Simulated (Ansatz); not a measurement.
# Ti3Sn: the cost of one run

Program: the Python package of Ansatz 0.2.0. Level of theory: DFT PBEsol, plane waves, PAW. These are calculated values, not measurements.

## 1. The system

Ti3Sn Fm-3m: The structure is cubic, space group Fm-3m (No. 225). The conventional cell has a = 6.610 Å, b = 6.610 Å, c = 6.610 Å, α = 90.00°, β = 90.00°, γ = 90.00°. Ti (site symmetry -43m) is surrounded by 4 Ti at 2.86 Å and 4 Sn at 2.86 Å. Ti (site symmetry m-3m) is surrounded by 8 Ti at 2.86 Å. Sn (site symmetry m-3m) has 8 Ti at 2.86 Å as nearest neighbours.

Ti3Sn Pm-3m: Symmetry: Pm-3m, No. 221, cubic system. Conventional cell: a = 4.157 Å, b = 4.157 Å, c = 4.157 Å, α = 90.00°, β = 90.00°, γ = 90.00°. Around Ti (site symmetry 4/mmm) lie 8 Ti at 2.94 Å and 4 Sn at 2.94 Å. Sn (site symmetry m-3m) is surrounded by 12 Ti at 2.94 Å.

The script holds or builds the structure itself.

## 2. The script

Input file ti3sn_polymorphs.py:

```python
"""Polymorphs of Ti3Sn, after relaxing cells and atoms."""

import warnings

import ansatz as az
from ase import Atoms
import numpy as np
import spglib

CUTOFF = 460
KSPACING = 0.15
SMEARING = "cold"
SMEARING_WIDTH = 0.05


def solve(name, crystal):
    calc = (
        crystal.calculation()
        .functional(az.Functional.PBESOL)
        .basis(CUTOFF)
        .kpoints(spacing=KSPACING)
        .occupations(SMEARING, width=SMEARING_WIDTH)
        .stress()
        .band_table()
    )
    calc = calc.relax(force_tolerance=0.02, cell=True)
    return calc.run()


def volume_per_atom(outcome):
    return abs(np.linalg.det(outcome.lattice.cell_ang)) / len(outcome.lattice.sites)


def pressure_gpa(outcome):
    return float(np.trace(outcome.report["stress_gpa"]) / 3)


def space_group(outcome):
    sites = outcome.report["lattice"]["sites"]
    kinds = sorted({site["symbol"] for site in sites})
    cell = (outcome.lattice.cell_ang, [site["position_frac"] for site in sites], [kinds.index(site["symbol"]) for site in sites])
    return spglib.get_spacegroup(cell, symprec=0.01)

warnings.simplefilter("ignore", az.DeckWarning)

phases = {}
fm_3m = (
    az.Lattice.fcc(6.6104)
    .space_group(225)
    .atom("Ti", [0.25, 0.25, 0.75])
    .atom("Ti", [0.0, 0.0, 0.0])
    .atom("Sn", [0.5, 0.0, 0.0])
    .primitive()
)
phases["Fm-3m"] = fm_3m
atoms = Atoms(
    ["Ti", "Ti", "Ti", "Sn"],
    scaled_positions=[
        [0.5, 0.5, 0.0],
        [0.5, 0.0, 0.5],
        [0.0, 0.5, 0.5],
        [0.0, 0.0, 0.0],
    ],
    cell=[
        [4.15693, 0.0, 0.0],
        [0.0, 4.15693, 0.0],
        [0.0, 0.0, 4.15693],
    ],
    pbc=True,
)
pm_3m = az.Crystal.from_ase(atoms)
phases["Pm-3m"] = pm_3m

done = {}
for name, crystal in phases.items():
    try:
        done[name] = solve(name, crystal)
    except az.NonConvergedError as error:
        print(name, "did not converge:", str(error)[:120])

energy = {name: o.report["energy_sigma0_ev"] / len(o.lattice.sites) for name, o in done.items()}
lowest = min(energy.values())
rows = [(name, len(o.lattice.sites), 1000 * (energy[name] - lowest), volume_per_atom(o), pressure_gpa(o), space_group(o)) for name, o in done.items()]
rows.sort(key=lambda row: row[2])
print("| phase | atoms | dE (meV/atom) | V (A^3/atom) | P (GPa) | space group |")
print("| --- | --- | --- | --- | --- | --- |")
for row in rows:
    print(f"| {row[0]} | {row[1]:d} | {row[2]:.1f} | {row[3]:.3f} | {row[4]:.2f} | {row[5]} |")
print("lowest in energy:", rows[0][0])
```

## 3. The calls as engine input

The package turns the script's settings into the engine's input (first run):

```yaml
crystal:
  lattice:
    bravais: fcc
    a: 6.6104
  space_group: 225
  atoms:
    - { symbol: Ti, position: [0.25, 0.25, 0.75] }
    - { symbol: Ti, position: [0.0, 0.0, 0.0] }
    - { symbol: Sn, position: [0.5, 0.0, 0.0] }
  reduce_to_primitive: true
basis:
  ecutwfc: 460.0
kpoints:
  mp_grid:
    kspacing: 0.15
hamiltonian:
  xc: pbesol
scf:
  occupations:
    method: cold
    width: 0.05
relax:
  f_tol: 0.02
  cell: {}
output:
  stress: true
  eigenvalues: true
```

## 4. Running it

The run is started by

```
$ python ti3sn_polymorphs.py
```

Q: Estimate wall time and peak memory on 1 thread of Arm Neoverse V2, shared host.

About 75 s, with a peak of 0.52 GiB.
